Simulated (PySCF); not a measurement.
# OsO₂: singlet, from a end-on start

Aim: relax OsO₂ as a singlet from a hand-made end-on geometry, check by its vibrations whether the end is a minimum, and collect its spectrum and constants.

Method: PBE0, basis Os def2-TZVP with ECP60, O def2-TZVP, scalar-relativistic core potentials, no spin–orbit coupling, density fitting; program: PySCF 2.14.0.

## Step 1: The system as given

3 atoms, charge 0, spin multiplicity 1.

Bond lengths: Os1–O2 1.978 Å, O2–O3 1.445 Å. Angles: Os1–O2–O3 119.9°.

Z-matrix (Å, degrees; charge 0 multiplicity 1):
```
Os
O  1 1.9776
O  2 1.4450 1 119.89
```

## Step 2: The SCF at the typed geometry

The steps below are one call of a driver around PySCF. For each, scf.py gives the equivalent set-up of the SCF; relaxations use the driver's own optimiser. After this first run the driver tries any further starts and a stability analysis.

Input file scf.py:

```python
from pyscf import gto, scf, dft
mol = gto.M(atom='''
Os     0.000000     0.000000     0.000000
O      0.000000     0.000000     1.977600
O      1.252800     0.000000     2.697600''',
    basis={'Os': 'def2-TZVP', 'O': 'def2-TZVP'},
    ecp={'Os': 'def2-TZVP'},
    charge=0, spin=0)
mf = dft.RKS(mol, xc='PBE0')
mf.grids.atom_grid = (50, 194)
aux = {'Os': 'def2-universal-JKFIT', 'O': 'def2-universal-JKFIT'}
mf = mf.density_fit(auxbasis=aux)
mf.conv_tol = 1e-08
mf.diis_space = 10
mf.max_cycle = 60
mf.init_guess = 'minao'
mf.verbose = 4
mf.kernel()
```

Command:

```
$ OMP_NUM_THREADS=2 python axn.py task.json out
```

After this run come: Relaxing the singlet from the end-on start; Vibrations and properties at this point; The broken-symmetry singlet; Vibrations and properties at this point.

Q: Predict the outcome of this session. Wanted: minimum; geometry; wavenumbers; dipole moment; highest occupied, lowest empty level; polar-tensor charge of Os1; zero-point energy; atomisation energy; ⟨S²⟩.

The runs gave:

| quantity | value |
| --- | --- |
| minimum | broken-symmetry (Ms = 0), C2v |
| geometry | Os–O 1.863 Å (×2), O–O 1.394 Å; O–Os–O 43.9°, O–O–Os 68.0° (×2) |
| wavenumbers (cm⁻¹) | 567, 661, 1025 |
| dipole moment | 3.65 D |
| highest occupied, lowest empty level (either spin) | -6.63, -3.11 eV |
| polar-tensor charge of Os1 | +0.75 e |
| zero-point energy | 13.5 kJ/mol |
| entropy at 298.15 K | 271.8 J/(mol K) |
| atomisation energy (no zero-point energy) | 617 kJ/mol |
| ⟨S²⟩ | 0.943 |

The end-on start (Cs) ends in a minimum of C2v symmetry. The determinant is spin-contaminated (⟨S²⟩ = 0.94 against 0.00), so it is no pure spin state. The strongest infrared band lies at 1025 cm⁻¹. Only this shape and spin were tried, so other structures or states may lie lower. The SCF density has lower symmetry than the nuclear frame. With an element this heavy the missing spin–orbit coupling can shift these numbers.
